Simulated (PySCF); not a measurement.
# How the numerical set-up moves the result for ZnO⁻

Which parts of the numerical set-up matter for ZnO⁻? Each run edits the base script.

The runs use PySCF 2.14.0; method and basis as typed in the scripts.

8 further runs of the same task are left out: 8 that didn't finish.

## Step 1: Starting geometry

ZnO⁻: 2 atoms, charge -1, spin multiplicity 2.

Bond lengths: Zn1–O2 1.758 Å.

## Step 2: The base run

Contents of input.py:

```python
from pyscf import gto, scf, ci

mol = gto.M(
    atom='Zn 0 0 0; O 0 0 1.758',
    basis='cc-pvdz-dk',
    charge=-1,
    spin=1,
    symmetry=True,
    verbose=3,
)
mf = scf.UHF(mol)
mf = mf.sfx2c1e()
mf = mf.density_fit(auxbasis='def2-universal-jkfit')
mf = mf.newton()
mf.kernel()
ci.CISD(mf).kernel()
mf.dip_moment()
print('orbital energies (hartree):', [e[max(0, n-3):n+3].round(4) for e, n in zip(mf.mo_energy, mol.nelec)])
```

Launch:

```
> OMP_NUM_THREADS=1 python input.py
```

Its log is not repeated here.

Base result: E(SCF) = -1869.118352 Eh, E(CISD) − E(SCF) = -0.68072 Eh, ⟨S²⟩ = 0.794.

The bond length is a typed value, not an optimised one. The dipole of an ion depends on the origin.

## Step 3: Jorge-dzp-dkh

Variant 1 changes basis set: cc-pvdz-dk → jorge-dzp-dkh.

Contents of input.py:

```python
from pyscf import gto, scf, ci

mol = gto.M(
    atom='Zn 0 0 0; O 0 0 1.758',
    basis='jorge-dzp-dkh',
    charge=-1,
    spin=1,
    symmetry=True,
    verbose=3,
)
mf = scf.UHF(mol)
mf = mf.sfx2c1e()
mf = mf.density_fit(auxbasis='def2-universal-jkfit')
mf = mf.newton()
mf.kernel()
ci.CISD(mf).kernel()
mf.dip_moment()
print('orbital energies (hartree):', [e[max(0, n-3):n+3].round(4) for e, n in zip(mf.mo_energy, mol.nelec)])
```

Launch:

```
> OMP_NUM_THREADS=1 python input.py
```

## Step 4: 6-31g* (X2C off)

Variant 2 changes basis set: cc-pvdz-dk → 6-31g*; spin-free X2C: on → off.

Changes to input.py since step 2:

```diff
@@ -4,3 +4,3 @@
     atom='Zn 0 0 0; O 0 0 1.758',
-    basis='cc-pvdz-dk',
+    basis='6-31g*',
     charge=-1,
@@ -11,3 +11,2 @@
 mf = scf.UHF(mol)
-mf = mf.sfx2c1e()
 mf = mf.density_fit(auxbasis='def2-universal-jkfit')
```

## Step 5: Def2-svpd (X2C off)

Variant 3 changes basis set: cc-pvdz-dk → def2-svpd; spin-free X2C: on → off.

Changes to input.py since step 2:

```diff
@@ -4,3 +4,3 @@
     atom='Zn 0 0 0; O 0 0 1.758',
-    basis='cc-pvdz-dk',
+    basis='def2-svpd',
     charge=-1,
@@ -11,3 +11,2 @@
 mf = scf.UHF(mol)
-mf = mf.sfx2c1e()
 mf = mf.density_fit(auxbasis='def2-universal-jkfit')
```

## Step 6: Ano-rcc-vdzp

Variant 4 changes basis set: cc-pvdz-dk → ano-rcc-vdzp.

Changes to input.py since step 2:

```diff
@@ -4,3 +4,3 @@
     atom='Zn 0 0 0; O 0 0 1.758',
-    basis='cc-pvdz-dk',
+    basis='ano-rcc-vdzp',
     charge=-1,
```

Before running it: what results should come out? Wanted: for each run, E(SCF); from base; gap, α spin; after the SCF.

**Answer**, as computed:

```csv
run,E(SCF) (hartree),from base (eV),"gap, α spin (eV)",functions,after the SCF
base,-1869.118352,0,7.86,57,CISD correlation -18.523 eV
jorge-dzp-dkh,-1868.940267,+4.8459,8.45,58,CISD correlation -18.584 eV
6-31g* (X2C off),-1852.274100,not comparable,7.91,48,CISD correlation -10.985 eV
def2-svpd (X2C off),-1852.304547,not comparable,7.57,57,CISD correlation -13.446 eV
ano-rcc-vdzp,-1869.141759,-0.6370,9.52,48,CISD correlation -17.224 eV
```

**Reading.** Of the runs whose energies can be compared, “jorge-dzp-dkh” moves the SCF energy most (+4.846 eV). jorge-dzp-dkh (58 functions) gives an energy 4.85 eV higher than cc-pvdz-dk (57); size alone doesn't order basis sets of different families. ano-rcc-vdzp (48 functions) gives an energy 0.64 eV lower than cc-pvdz-dk (57); size alone doesn't order basis sets of different families.
